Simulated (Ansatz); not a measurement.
**AlGa₂H (triplet): wave-function methods side by side at distance Al2–H4 = 1.989 Å, cc-pVDZ**

One table from this session's results is given with a row withheld; the runs are named, their logs left out.

Computed with Ansatz 0.2.0, Gaussian basis. Level: cc-pVDZ, core rule «outside noble gas», up to 33 orbitals frozen.

Plan: UHF; CCSD(T) on ROHF; CCSD(T) on UHF; BCCD(T) on ROHF; CISD; CCSDT(Q) on ROHF; CCSDT(Q) on UHF; CASSCF and MRCISD+Q, 4 electrons in 4 orbitals; CASSCF and NEVPT2, 4 electrons in 4 orbitals.

35 further runs of the same task are left out: 4 for a mislabelled method, 3 for a known fault of the program, 20 that didn't finish, 8 set aside as unsound or not needed.

### The system

The geometry derives from a PBE0/def2-TZVP stationary point (not a proven minimum). One bond is set to the value named and the two fragments are kept rigid. No spin-orbit coupling is included. The filled d shell of Ga may be among the frozen orbitals whatever the setting's name suggests; the logs give the count.

4 atoms, charge 0, spin multiplicity 3.

Atoms are counted from 1 here; the program's logs count them from 0.

Bond lengths: Ga1–Al2 2.555 Å, Al2–Ga3 2.555 Å. Angles: Ga1–Al2–Ga3 72.4°.

Coordinates:

```
Ga   -0.0050    0.3357    1.5090
Al   -0.0232   -1.7257    0.0000
Ga   -0.0050    0.3357   -1.5090
H     1.3108   -0.2504    0.0000
```

The first run:

Input file in.yaml:

```yaml
crystal:
  periodic: [false, false, false]
  atoms:
    - {symbol: Ga, position_ang: [-0.004981, 0.335712, 1.508986]}
    - {symbol: Al, position_ang: [-0.023227, -1.725673, 0.000000]}
    - {symbol: Ga, position_ang: [-0.004981, 0.335712, -1.508986]}
    - {symbol: H, position_ang: [1.310818, -0.250395, 0.000000]}
basis:
  gaussian: {orbitals: cc-pVDZ}
magnetization: {spin_polarized: true, initial_magnetization: 2}
hamiltonian: {xc: hf}
output: {orbitals: {seedname: orbitals}}
```

Launch:

```bash
ansatz run in.yaml --threads 1 --pin off --events-out ev --progress --plain --max-ram 2393MiB
```

Among the steps run: UHF; CCSD(T) on ROHF; CCSD(T) on UHF; BCCD(T) on ROHF; CISD; CCSDT(Q) on ROHF; CCSDT(Q) on UHF; CASSCF and MRCISD+Q, 4 electrons in 4 orbitals; CASSCF and NEVPT2, 4 electrons in 4 orbitals.

One table of the session follows, with a row left open; its other results are not shown here.

It belongs to the step «Misses and costs». 

| method | from UCCSDT(Q) (meV) |
| --- | --- |
| ROHF | +5863.0 |
| UHF | +5609.4 |
| RMP2 | +1304.5 |
| UMP2 | +1410.4 |
| CISD | +948.6 |
| RCCSD | +392.0 |
| UCCSD | +374.6 |
| RCCSD(T) | +82.8 |
| UCCSD(T) | +81.6 |
| BCCD(T) | +81.5 |
| RCCSDT | +33.0 |
| UCCSDT | +25.9 |
| RCCSDT(Q) | +6.8 |
| UCCSDT(Q) | 0 |
| CASSCF pair | +5445.0 |
| MRCISD pair | +887.3 |
| MRCISD+Q pair | ? |

Estimate the missing values for MRCISD+Q pair.

As computed: from UCCSDT(Q) (meV): +147.4. In the column «from UCCSDT(Q) (meV)» it lies between RCCSD(T) (+82.8) and UCCSD (+374.6).

Not comparable, so not listed: CASSCF and NEVPT2, 4 electrons in 4 orbitals (they don't share determinant, frozen orbitals or solution with the rows shown, or repeat one).

Caveats from the session: Restricted and unrestricted rows rest on different reference determinants; where their highest levels disagree by more than a few hundredths of an eV, they describe different states and don't form one ladder. Warnings in the runs' records: passed over end.
